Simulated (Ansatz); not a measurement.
# Cl₂H₄OSi₂: a ladder of functionals and wavefunction methods

How much do the methods differ for Cl₂H₄OSi₂? The plan is to run it at one geometry with functionals of several rungs and with coupled cluster, and see how far each lands from CCSD(T) at the basis-set limit for the atomisation energy.

The runs use Ansatz 0.2.0, Gaussian basis; functionals in def2-TZVPP, the program's frozen cores in correlated methods.

Levels to be run: LDA (SPW92), PBE-D4, revPBE-D4, BLYP-D4, r2SCAN-D4, B97M-V, PBE0-D4, B3LYP-D4, r2SCANh-D4, r2SCAN0-D4, HSE06-D4, BHLYP-D4, CAM-B3LYP-D4, LC-ωPBE, ωB97X-V, ωB97M-V, B2PLYP, PBE-QIDH; CCSD(T)/def2-SVP; CCSD(T)/def2-TZVPP; MP2/def2-QZVPP; extrapolation to the limit; RPA on PBE.

**1. The relaxed structure**

All runs share one geometry, relaxed beforehand with PBE0-D4 in a triple-zeta def2 set.

SMILES `Cl[SiH2]O[SiH2]Cl`, 9 atoms, charge 0, spin multiplicity 1.

Atoms are counted from 1 here; the program's logs count them from 0.

Bond lengths: Cl1–Si2 2.049 Å, Si2–O3 1.628 Å, Si2–H6 1.477 Å, Si2–H7 1.475 Å, O3–Si4 1.628 Å, Si4–Cl5 2.049 Å, Si4–H8 1.475 Å, Si4–H9 1.477 Å. Angles: Cl1–Si2–O3 109.8°, Cl1–Si2–H6 107.7°, Cl1–Si2–H7 108.3°, O3–Si2–H6 110.3°, O3–Si2–H7 108.0°, H6–Si2–H7 112.7°, Si2–O3–Si4 144.3°, O3–Si4–Cl5 109.8°, O3–Si4–H8 108.0°, O3–Si4–H9 110.3°, Cl5–Si4–H8 108.3°, Cl5–Si4–H9 107.7°, H8–Si4–H9 112.7°.

**2. LDA**

This LDA is Slater exchange with PW92 correlation.

Contents of in.yaml:

```yaml
crystal:
  periodic: [false, false, false]
  atoms:
    - {symbol: Cl, position_ang: [-1.749619, 1.874969, 0.527497]}
    - {symbol: Si, position_ang: [-0.054961, 0.955993, 1.221384]}
    - {symbol: O, position_ang: [0.171309, -0.451669, 0.434796]}
    - {symbol: Si, position_ang: [0.147947, -1.169180, -1.026729]}
    - {symbol: Cl, position_ang: [1.077453, 0.029417, -2.404154]}
    - {symbol: H, position_ang: [1.081760, 1.866911, 0.979544]}
    - {symbol: H, position_ang: [-0.245978, 0.652633, 2.652377]}
    - {symbol: H, position_ang: [0.904416, -2.431691, -0.926534]}
    - {symbol: H, position_ang: [-1.243928, -1.373785, -1.475280]}
basis:
  gaussian: {orbitals: def2-TZVPP}
hamiltonian: {xc: lda}
output: {orbitals: {seedname: orbitals}}
```

The runs that follow: PBE-D4 (GGA); revPBE-D4 (GGA); BLYP-D4 (GGA); r2SCAN-D4 (meta-GGA); B97M-V (meta-GGA); PBE0-D4 (hybrid); B3LYP-D4 (hybrid); r2SCANh-D4 (hybrid); r2SCAN0-D4 (hybrid); HSE06-D4 (hybrid); BHLYP-D4 (hybrid); CAM-B3LYP-D4 (range-separated); LC-ωPBE-D4 (range-separated); ωB97X-V (range-separated); ωB97M-V (range-separated); B2PLYP (double hybrid); PBE-QIDH (double hybrid); CCSD(T) in def2-SVP; CCSD(T) in def2-TZVPP; MP2 in def2-QZVPP; RPA on PBE orbitals.

Before running them: what should the planned runs give, taken together? Wanted: atomisation energy, CCSD(T)/CBS; farthest beyond LDA; mean size of error, GGA; mean size of error, meta-GGA; mean size of error, hybrid; mean size of error, range-separated; mean size of error, double hybrid; gap, smallest and largest; T1 diagnostic.

**Answer**, as computed:

```
                               quantity                                      value
        atomisation energy, CCSD(T)/CBS                                  32.036 eV
    functionals within 0.160 eV (0.5 %)        r2SCAN-D4, B97M-V, ωB97X-V, ωB97M-V
                    farthest beyond LDA                      revPBE-D4 (-1.030 eV)
                mean size of error, GGA                                   0.705 eV
           mean size of error, meta-GGA                                   0.078 eV
             mean size of error, hybrid                                   0.568 eV
    mean size of error, range-separated                                   0.247 eV
      mean size of error, double hybrid                                   0.589 eV
              gap, smallest and largest  6.51 eV (LDA (SPW92)), 13.98 eV (LC-ωPBE)
                          T1 diagnostic                                     0.0101
triples share of the correlation energy                                      3.7 %
```

**Reading.** The LDA atomisation energy is off by 3.532 eV (11 %): it overbinds. PBE-D4 is off by -0.362 eV. Double hybrids carry the basis error of their MP2 part in triple zeta, and no dispersion term here, so their miss is partly the set-up's. Taken by rung, meta-GGA functionals do best (0.078 eV on average) and GGA ones worst beyond LDA (0.705 eV). The reference freezes the cores and leaves out relativity and excitations past (T), so misses under about 0.160 eV can't be ranked. Hartree-Fock recovers 75 % of the binding; the rest is correlation. CCSD(T) in def2-SVP is off by -2.935 eV, worse than the median functional, from the basis alone. Orbital gaps span 6.5 to 14.0 eV; exact exchange widens them.
